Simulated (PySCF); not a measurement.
# WOF3: other functionals and bases at one geometry

Aim: see how levels, charges and forces of WOF3 depend on the level of theory. It is a constructed species; whether it can be made isn't addressed.

The runs use PySCF 2.14.0; several levels, as the steps say, no spin–orbit coupling.

5 further runs of the same task are left out: 2 for a known fault of the program, 1 that didn't finish, 2 set aside as unsound or not needed. Runs told in other sessions of the task aren't counted.

### 1 Where the work starts

5 atoms, charge 0, spin multiplicity 2.

Bond lengths: W1–O2 1.702 Å, W1–F3 1.884 Å, W1–F4 1.854 Å, W1–F5 1.855 Å. Angles: O2–W1–F3 132.0°, O2–W1–F4 102.0°, O2–W1–F5 101.8°, F3–W1–F4 95.4°, F3–W1–F5 95.4°, F4–W1–F5 136.0°.

As a file:

```xyz
5
charge 0, multiplicity 2
W    -0.0462    0.0947   -0.0511
O     1.0524    1.1701    0.6783
F    -1.2526   -1.1575    0.6737
F     1.0881   -1.1689   -0.7959
F    -1.3519    1.2524   -0.6797
```

Formal oxidation states: W +5. An earlier session relaxed this geometry at r2SCAN, W def2-SVP with ECP60, O def2-SVP, F def2-SVP (doublet, point group Cs).

At r2SCAN on the finer grid: E = -441.613935 Eh, HOMO -6.13 eV, LUMO -4.22 eV (over both spins), ⟨S²⟩ = 0.753, Mulliken charge on W1 +1.26 e, largest force component 0.043 eV/Å. 

Levels to run: TPSSh; CAM-B3LYP; BP86; PBE; r2SCAN, TZVP; r2SCAN, x2c-SVP. Hardware: 2 threads of Arm Neoverse V1, shared host.

### 2 TPSSh

The input, run.py (the lines that set the calculation):

```python
mol = gto.M(atom='''
W     -0.04624     0.09472    -0.05111
O      1.05239     1.17007     0.67828
F     -1.25259    -1.15750     0.67366
F      1.08815    -1.16887    -0.79593
F     -1.35187     1.25240    -0.67973''',
    basis={'W': 'def2-SVP', 'O': 'def2-SVP', 'F': 'def2-SVP'},
    ecp={'W': 'def2-SVP'},
    charge=0, spin=1)
mf = dft.UKS(mol, xc='TPSSH')
mf.grids.atom_grid = (75, 302)
mf = mf.density_fit()  # fitting sets: W def2-universal-JKFIT, O def2-universal-JKFIT, F def2-universal-JKFIT
mf.conv_tol = 1e-08; mf.max_cycle = 55
mf.kernel(dm0)  # dm0: the density of the relaxed state
```

Command:

```console
> OMP_NUM_THREADS=2 python run.py
```

The program printed:

```text
init E= -441.708899759056
  HOMO = -0.232812549093  LUMO = -0.134773659441  gap/eV = 2.66777
cycle= 1 E= -441.709346011546  delta_E= -0.000446  |g|= 0.0229  |ddm|= 0.0723
  HOMO = -0.238641388734  LUMO = -0.14160321092  gap/eV = 2.64054
cycle= 2 E= -441.706720171496  delta_E= 0.00263  |g|= 0.0842  |ddm|= 0.0752
  HOMO = -0.235784440576  LUMO = -0.138246719867  gap/eV = 2.65414
cycle= 3 E= -441.709544864504  delta_E= -0.00282  |g|= 0.00731  |ddm|= 0.0575
  HOMO = -0.235007931296  LUMO = -0.137483104801  gap/eV = 2.65379
cycle= 4 E= -441.709565990488  delta_E= -2.11e-05  |g|= 0.00238  |ddm|= 0.00694
  HOMO = -0.234826754093  LUMO = -0.137324475158  gap/eV = 2.65317
cycle= 5 E= -441.709567894634  delta_E= -1.9e-06  |g|= 0.000208  |ddm|= 0.00155
  HOMO = -0.234864449297  LUMO = -0.137375021388  gap/eV = 2.65282
cycle= 6 E= -441.709567936842  delta_E= -4.22e-08  |g|= 0.000132  |ddm|= 0.000609
  HOMO = -0.234861875149  LUMO = -0.137374282556  gap/eV = 2.65277
cycle= 7 E= -441.709567942785  delta_E= -5.94e-09  |g|= 8.69e-05  |ddm|= 0.000151
  HOMO = -0.23485428233  LUMO = -0.137367155003  gap/eV = 2.65276
Extra cycle  E= -441.709567930215  delta_E= 1.26e-08  |g|= 0.00021  |ddm|= 0.00021
converged SCF energy = -441.709567930215  <S^2> = 0.75215279  2S+1 = 2.0021516
```

Wall time 6.6 s (2 threads of Arm Neoverse V1, shared host).

Read off: E = -441.709568 Eh, HOMO -6.39 eV, LUMO -3.79 eV (over both spins), ⟨S²⟩ = 0.752, Mulliken charge on W1 +1.27 e, largest force component 0.116 eV/Å. 

### 3 CAM-B3LYP

run.py (the lines that set the calculation): that of step 2 with these lines changed.

```diff
@@ -9,3 +9,3 @@
     charge=0, spin=1)
-mf = dft.UKS(mol, xc='TPSSH')
+mf = dft.UKS(mol, xc='CAMB3LYP')
 mf.grids.atom_grid = (75, 302)
```

Command:

```console
> OMP_NUM_THREADS=2 python run.py
```

The program printed:

```text
init E= -441.577348676401
  HOMO = -0.305405832001  LUMO = -0.0759380666331  gap/eV = 6.24414
cycle= 1 E= -441.57938684184  delta_E= -0.00204  |g|= 0.083  |ddm|= 0.144
  HOMO = -0.330776556739  LUMO = -0.101972872769  gap/eV = 6.22607
cycle= 2 E= -441.570344821654  delta_E= 0.00904  |g|= 0.177  |ddm|= 0.191
  HOMO = -0.321141096015  LUMO = -0.0900176512174  gap/eV = 6.28919
cycle= 3 E= -441.581891356653  delta_E= -0.0115  |g|= 0.0226  |ddm|= 0.123
  HOMO = -0.319737767863  LUMO = -0.0886106747342  gap/eV = 6.28929
cycle= 4 E= -441.582080727012  delta_E= -0.000189  |g|= 0.00519  |ddm|= 0.0167
  HOMO = -0.319347665581  LUMO = -0.0880029316557  gap/eV = 6.29521
cycle= 5 E= -441.582093549922  delta_E= -1.28e-05  |g|= 0.00131  |ddm|= 0.00589
  HOMO = -0.319874037968  LUMO = -0.0883243057935  gap/eV = 6.30079
cycle= 6 E= -441.58209618676  delta_E= -2.64e-06  |g|= 0.000415  |ddm|= 0.00468
  HOMO = -0.31985325883  LUMO = -0.0882661278726  gap/eV = 6.30181
cycle= 7 E= -441.582096523447  delta_E= -3.37e-07  |g|= 0.000293  |ddm|= 0.00176
  HOMO = -0.319840537174  LUMO = -0.088245203049  gap/eV = 6.30203
cycle= 8 E= -441.582096585455  delta_E= -6.2e-08  |g|= 0.000102  |ddm|= 0.000495
  HOMO = -0.319831862312  LUMO = -0.0882359357967  gap/eV = 6.30205
cycle= 9 E= -441.582096605099  delta_E= -1.96e-08  |g|= 4.02e-05  |ddm|= 0.000307
  HOMO = -0.319833151102  LUMO = -0.0882405105806  gap/eV = 6.30196
cycle= 10 E= -441.582096611397  delta_E= -6.3e-09  |g|= 1.7e-05  |ddm|= 0.000188
  HOMO = -0.319834356161  LUMO = -0.088242759409  gap/eV = 6.30193
Extra cycle  E= -441.582096612021  delta_E= -6.24e-10  |g|= 1.29e-05  |ddm|= 4.67e-05
converged SCF energy = -441.582096612021  <S^2> = 0.75194409  2S+1 = 2.0019432
```

Wall time 6.2 s (2 threads of Arm Neoverse V1, shared host).

Read off: E = -441.582097 Eh, HOMO -8.70 eV, LUMO -2.40 eV (over both spins), ⟨S²⟩ = 0.752, Mulliken charge on W1 +1.27 e, largest force component 0.511 eV/Å. 

### 4 BP86

run.py (the lines that set the calculation): that of step 3 with these lines changed.

```diff
@@ -9,3 +9,3 @@
     charge=0, spin=1)
-mf = dft.UKS(mol, xc='CAMB3LYP')
+mf = dft.UKS(mol, xc='B88,P86')
 mf.grids.atom_grid = (75, 302)
```

Command:

```console
> OMP_NUM_THREADS=2 python run.py
```

The program printed:

```text
init E= -441.854566423121
  HOMO = -0.214903260466  LUMO = -0.162333872243  gap/eV = 1.43049
cycle= 1 E= -441.849620336241  delta_E= 0.00495  |g|= 0.139  |ddm|= 0.213
  HOMO = -0.184698322274  LUMO = -0.132488550897  gap/eV = 1.42070
cycle= 2 E= -441.771763638438  delta_E= 0.0779  |g|= 0.459  |ddm|= 0.422
  HOMO = -0.206391310077  LUMO = -0.155268561025  gap/eV = 1.39112
cycle= 3 E= -441.853781504085  delta_E= -0.082  |g|= 0.0932  |ddm|= 0.342
  HOMO = -0.207698248399  LUMO = -0.156493867041  gap/eV = 1.39334
cycle= 4 E= -441.857235174484  delta_E= -0.00345  |g|= 0.00513  |ddm|= 0.0617
  HOMO = -0.209031001799  LUMO = -0.157823099331  gap/eV = 1.39344
cycle= 5 E= -441.857236881224  delta_E= -1.71e-06  |g|= 0.00422  |ddm|= 0.00749
  HOMO = -0.208654224872  LUMO = -0.157444380462  gap/eV = 1.39349
cycle= 6 E= -441.857242708921  delta_E= -5.83e-06  |g|= 0.00222  |ddm|= 0.00369
  HOMO = -0.208540680493  LUMO = -0.157327770739  gap/eV = 1.39357
cycle= 7 E= -441.857244588287  delta_E= -1.88e-06  |g|= 0.000268  |ddm|= 0.00161
  HOMO = -0.208533672436  LUMO = -0.157322109363  gap/eV = 1.39354
cycle= 8 E= -441.857244615128  delta_E= -2.68e-08  |g|= 6.76e-05  |ddm|= 0.000162
  HOMO = -0.208527272751  LUMO = -0.157316554756  gap/eV = 1.39351
cycle= 9 E= -441.857244617411  delta_E= -2.28e-09  |g|= 1.27e-05  |ddm|= 7.3e-05
  HOMO = -0.208530033059  LUMO = -0.157319974609  gap/eV = 1.39350
Extra cycle  E= -441.857244617115  delta_E= 2.95e-10  |g|= 3.3e-05  |ddm|= 3.73e-05
converged SCF energy = -441.857244617115  <S^2> = 0.75167026  2S+1 = 2.0016696
```

Run time: 4.5 s. Hardware: 2 threads of Arm Neoverse V1, shared host.

Read off: E = -441.857245 Eh, HOMO -5.67 eV, LUMO -4.31 eV (over both spins), ⟨S²⟩ = 0.752, Mulliken charge on W1 +1.08 e, largest force component 0.453 eV/Å. 

### 5 PBE

run.py (the lines that set the calculation): that of step 4 with these lines changed.

```diff
@@ -9,3 +9,3 @@
     charge=0, spin=1)
-mf = dft.UKS(mol, xc='B88,P86')
+mf = dft.UKS(mol, xc='PBE')
 mf.grids.atom_grid = (75, 302)
```

Command:

```console
> OMP_NUM_THREADS=2 python run.py
```

The program printed:

```text
init E= -441.430598299591
  HOMO = -0.210744166149  LUMO = -0.158325507761  gap/eV = 1.42638
cycle= 1 E= -441.425412939069  delta_E= 0.00519  |g|= 0.144  |ddm|= 0.22
  HOMO = -0.180614249874  LUMO = -0.128525044154  gap/eV = 1.41742
cycle= 2 E= -441.341673367718  delta_E= 0.0837  |g|= 0.476  |ddm|= 0.438
  HOMO = -0.202848754561  LUMO = -0.15179233803  gap/eV = 1.38932
cycle= 3 E= -441.429926806977  delta_E= -0.0883  |g|= 0.0962  |ddm|= 0.356
  HOMO = -0.204082132073  LUMO = -0.152906215297  gap/eV = 1.39257
cycle= 4 E= -441.433604423295  delta_E= -0.00368  |g|= 0.00483  |ddm|= 0.0633
  HOMO = -0.205292809148  LUMO = -0.15405463176  gap/eV = 1.39426
cycle= 5 E= -441.433605275038  delta_E= -8.52e-07  |g|= 0.00419  |ddm|= 0.00706
  HOMO = -0.20488878665  LUMO = -0.153637303832  gap/eV = 1.39462
cycle= 6 E= -441.433611170822  delta_E= -5.9e-06  |g|= 0.00212  |ddm|= 0.00375
  HOMO = -0.204770364054  LUMO = -0.153512097001  gap/eV = 1.39481
cycle= 7 E= -441.433612894599  delta_E= -1.72e-06  |g|= 0.00027  |ddm|= 0.00155
  HOMO = -0.204765989051  LUMO = -0.153506015293  gap/eV = 1.39485
cycle= 8 E= -441.433612921522  delta_E= -2.69e-08  |g|= 6.78e-05  |ddm|= 0.000159
  HOMO = -0.204760418536  LUMO = -0.15349997976  gap/eV = 1.39487
cycle= 9 E= -441.43361292368  delta_E= -2.16e-09  |g|= 1.13e-05  |ddm|= 6.78e-05
  HOMO = -0.204763014615  LUMO = -0.153502939017  gap/eV = 1.39486
Extra cycle  E= -441.433612923435  delta_E= 2.45e-10  |g|= 2.96e-05  |ddm|= 3.31e-05
converged SCF energy = -441.433612923435  <S^2> = 0.75178896  2S+1 = 2.0017882
```

It took 4.5 s on 2 threads of Arm Neoverse V1, shared host.

It gives: E = -441.433613 Eh, HOMO -5.57 eV, LUMO -4.19 eV (over both spins), ⟨S²⟩ = 0.752, Mulliken charge on W1 +1.06 e, largest force component 0.375 eV/Å. 

### 6 r2SCAN, TZVP

Basis: W def2-TZVP with ECP60, O def2-TZVP, F def2-TZVP. 

The input, run.py (the lines that set the calculation):

```python
mol = gto.M(atom='''
W     -0.04624     0.09472    -0.05111
O      1.05239     1.17007     0.67828
F     -1.25259    -1.15750     0.67366
F      1.08815    -1.16887    -0.79593
F     -1.35187     1.25240    -0.67973''',
    basis={'W': 'def2-TZVP', 'O': 'def2-TZVP', 'F': 'def2-TZVP'},
    ecp={'W': 'def2-TZVP'},
    charge=0, spin=1)
mf = dft.UKS(mol, xc='R2SCAN')
mf.grids.atom_grid = (75, 302)
mf = mf.density_fit()  # fitting sets: W def2-universal-JKFIT, O def2-universal-JKFIT, F def2-universal-JKFIT
mf.conv_tol = 1e-08; mf.max_cycle = 55
mf.kernel(dm0)  # dm0: free metal ions and neutral atoms
```

Command:

```console
> OMP_NUM_THREADS=2 python run.py
```

The program printed:

```text
init E= -457.413488254975
  HOMO = -0.151286315574  LUMO = -0.142156361414  gap/eV = 0.24844
cycle= 1 E= -436.878062457733  delta_E= 20.5  |g|= 4.01  |ddm|=  2.9
cycle= 2 E= -432.791378763511  delta_E= 4.09  |g|= 5.21  |ddm|= 5.18
  HOMO = -0.18066960228  LUMO = -0.164225527892  gap/eV = 0.44747
cycle= 3 E= -441.839119245182  delta_E= -9.05  |g|= 0.822  |ddm|= 4.16
  HOMO = -0.216098558413  LUMO = -0.163044433438  gap/eV = 1.44368
cycle= 4 E= -441.350270338248  delta_E= 0.489  |g|= 1.42  |ddm|= 0.963
  HOMO = -0.210796437658  LUMO = -0.134482904112  gap/eV = 2.07660
cycle= 5 E= -442.071473906841  delta_E= -0.721  |g|= 0.274  |ddm|= 0.736
  HOMO = -0.229962418142  LUMO = -0.151436979313  gap/eV = 2.13679
cycle= 6 E= -442.090710139797  delta_E= -0.0192  |g|= 0.173  |ddm|= 0.207
  HOMO = -0.229624251471  LUMO = -0.148847665256  gap/eV = 2.19804
cycle= 7 E= -442.100056291486  delta_E= -0.00935  |g|= 0.0566  |ddm|= 0.0982
  HOMO = -0.226092835531  LUMO = -0.143979687896  gap/eV = 2.23441
cycle= 8 E= -442.101091599862  delta_E= -0.00104  |g|= 0.0114  |ddm|= 0.03
  HOMO = -0.226777645625  LUMO = -0.144109071562  gap/eV = 2.24953
cycle= 9 E= -442.101140287021  delta_E= -4.87e-05  |g|= 0.00217  |ddm|= 0.00675
  HOMO = -0.226486144066  LUMO = -0.143544162463  gap/eV = 2.25697
cycle= 10 E= -442.101143192583  delta_E= -2.91e-06  |g|= 0.001  |ddm|= 0.00267
  HOMO = -0.226657298986  LUMO = -0.143670178423  gap/eV = 2.25819
cycle= 11 E= -442.101143843395  delta_E= -6.51e-07  |g|= 0.000367  |ddm|= 0.00114
  HOMO = -0.226628570374  LUMO = -0.143624770915  gap/eV = 2.25865
cycle= 12 E= -442.101143937764  delta_E= -9.44e-08  |g|= 0.000289  |ddm|= 0.000549
  HOMO = -0.22662645394  LUMO = -0.143620038726  gap/eV = 2.25872
cycle= 13 E= -442.101143964884  delta_E= -2.71e-08  |g|= 0.000186  |ddm|= 0.000244
  HOMO = -0.22663262975  LUMO = -0.143623743491  gap/eV = 2.25879
cycle= 14 E= -442.101143979967  delta_E= -1.51e-08  |g|= 3.01e-05  |ddm|= 0.000132
  HOMO = -0.226633184783  LUMO = -0.143624488916  gap/eV = 2.25878
cycle= 15 E= -442.101143980617  delta_E= -6.51e-10  |g|= 1.84e-05  |ddm|= 4.65e-05
  HOMO = -0.226632886121  LUMO = -0.143624581848  gap/eV = 2.25877
Extra cycle  E= -442.101143979155  delta_E= 1.46e-09  |g|= 6.49e-05  |ddm|= 4.06e-05
converged SCF energy = -442.101143979155  <S^2> = 0.75298077  2S+1 = 2.0029785
```

Wall time 24 s (2 threads of Arm Neoverse V1, shared host).

Result: E = -442.101144 Eh, HOMO -6.17 eV, LUMO -4.24 eV (over both spins), ⟨S²⟩ = 0.753, Mulliken charge on W1 +1.52 e, largest force component 0.153 eV/Å. 

### 7 r2SCAN, x2c-SVP

Basis: W x2c-SVPall, O x2c-SVPall, F x2c-SVPall. All electrons are treated, with the spin-free X2C Hamiltonian.

The input, run.py (the lines that set the calculation):

```python
mol = gto.M(atom='''
W     -0.04624     0.09472    -0.05111
O      1.05239     1.17007     0.67828
F     -1.25259    -1.15750     0.67366
F      1.08815    -1.16887    -0.79593
F     -1.35187     1.25240    -0.67973''',
    basis={'W': 'x2c-SVPall', 'O': 'x2c-SVPall', 'F': 'x2c-SVPall'},
    nucmod='G',
    charge=0, spin=1)
mf = dft.UKS(mol, xc='R2SCAN')
mf.grids.atom_grid = (99, 590)
mf = mf.density_fit()  # fitting sets: W AutoAux, O AutoAux, F AutoAux
mf = mf.sfx2c1e()
mf.conv_tol = 1e-08; mf.max_cycle = 55
mf.kernel(dm0)  # dm0: free metal ions and neutral atoms
```

Command:

```console
> OMP_NUM_THREADS=2 python run.py
```

The program printed:

```text
init E= -16533.8741426242
  HOMO = -0.141894087289  LUMO = -0.134968135325  gap/eV = 0.18846
cycle= 1 E= -16512.2122491963  delta_E= 21.7  |g|= 3.89  |ddm|= 3.84
  HOMO = 0.0987877526372  LUMO = 0.100528568556  gap/eV = 0.04737
cycle= 2 E= -16456.5528387044  delta_E= 55.7  |g|= 12.9  |ddm|= 8.07
  HOMO = -0.146006750144  LUMO = -0.13893293748  gap/eV = 0.19249
cycle= 3 E= -16514.2686760083  delta_E= -57.7  |g|= 3.18  |ddm|= 6.96
  HOMO = -0.150895417168  LUMO = -0.13320038776  gap/eV = 0.48151
cycle= 4 E= -16517.5393160231  delta_E= -3.27  |g|= 0.758  |ddm|= 2.42
  HOMO = -0.254108753219  LUMO = -0.233722783538  gap/eV = 0.55473
cycle= 5 E= -16513.9194760692  delta_E= 3.62  |g|= 2.81  |ddm|= 2.26
  HOMO = -0.251370486583  LUMO = -0.194950729725  gap/eV = 1.53526
cycle= 6 E= -16517.7496246424  delta_E= -3.83  |g|= 0.297  |ddm|= 1.97
  HOMO = -0.243245515963  LUMO = -0.171401327904  gap/eV = 1.95498
cycle= 7 E= -16517.7649541668  delta_E= -0.0153  |g|= 0.226  |ddm|= 0.229
  HOMO = -0.242378641849  LUMO = -0.168849490098  gap/eV = 2.00083
cycle= 8 E= -16517.7802479082  delta_E= -0.0153  |g|= 0.102  |ddm|= 0.14
  HOMO = -0.24175275947  LUMO = -0.166199968353  gap/eV = 2.05590
cycle= 9 E= -16517.7836029423  delta_E= -0.00336  |g|= 0.04  |ddm|= 0.0492
  HOMO = -0.237923387143  LUMO = -0.161429400872  gap/eV = 2.08151
cycle= 10 E= -16517.7842338283  delta_E= -0.000631  |g|= 0.00375  |ddm|= 0.0262
  HOMO = -0.23777407613  LUMO = -0.161414851954  gap/eV = 2.07784
cycle= 11 E= -16517.7842395384  delta_E= -5.71e-06  |g|= 0.00184  |ddm|= 0.00464
  HOMO = -0.237847163129  LUMO = -0.161531675297  gap/eV = 2.07665
cycle= 12 E= -16517.7842402358  delta_E= -6.97e-07  |g|= 0.00132  |ddm|= 0.00167
  HOMO = -0.237822457561  LUMO = -0.161513785621  gap/eV = 2.07646
cycle= 13 E= -16517.7842408786  delta_E= -6.43e-07  |g|= 0.000282  |ddm|= 0.00102
  HOMO = -0.237780312893  LUMO = -0.161472530981  gap/eV = 2.07644
cycle= 14 E= -16517.784240916  delta_E= -3.74e-08  |g|= 5.22e-05  |ddm|= 0.000266
  HOMO = -0.237787377928  LUMO = -0.161478547843  gap/eV = 2.07647
cycle= 15 E= -16517.7842409187  delta_E= -2.72e-09  |g|= 1.98e-05  |ddm|= 8.53e-05
  HOMO = -0.237786764125  LUMO = -0.161477223936  gap/eV = 2.07649
Extra cycle  E= -16517.7842409188  delta_E= -1.02e-10  |g|= 3.41e-05  |ddm|= 4.71e-05
converged SCF energy = -16517.7842409188  <S^2> = 0.75187401  2S+1 = 2.0018731
```

Run time: 42 s. Hardware: 2 threads of Arm Neoverse V1, shared host.

Result: E = -16517.784241 Eh, HOMO -6.47 eV, LUMO -4.65 eV (over both spins), ⟨S²⟩ = 0.752, Mulliken charge on W1 +1.20 e, largest force component 0.718 eV/Å. 

### 8 Results

| level | state | HOMO (eV) | gap (eV) | charge on W1 (e) | dipole (D) | largest force component (eV/Å) | basis functions | time |
| --- | --- | --- | --- | --- | --- | --- | --- | --- |
| r2SCAN (relaxed here) | doublet | -6.13 | 1.91 | 1.26 | 0.69 | 0.04 | 88 | 27 s |
| TPSSh | doublet | -6.39 | 2.60 | 1.27 | 0.71 | 0.12 | 88 | 6.6 s |
| CAM-B3LYP | doublet | -8.70 | 6.30 | 1.27 | 0.72 | 0.51 | 88 | 6.2 s |
| BP86 | doublet | -5.67 | 1.37 | 1.08 | 0.69 | 0.45 | 88 | 4.5 s |
| PBE | doublet | -5.57 | 1.38 | 1.06 | 0.67 | 0.37 | 88 | 4.5 s |
| r2SCAN, TZVP | doublet | -6.17 | 1.93 | 1.52 | 0.68 | 0.15 | 164 | 24 s |
| r2SCAN, x2c-SVP | doublet | -6.47 | 1.82 | 1.20 | 0.65 | 0.72 | 122 | 42 s |

Times are on 2 threads of Arm Neoverse V1, shared host; the first row also made further properties.

In one basis the HOMO–LUMO gap runs from 1.37 eV (BP86) to 6.30 eV (CAM-B3LYP). The largest leftover force, 0.72 eV/Å with r2SCAN, x2c-SVP, stands at a geometry relaxed at another level. The Mulliken charge on W spans +1.06 to +1.52 e over the levels. Total energies of different levels can't be compared. Spin–orbit coupling is left out throughout.
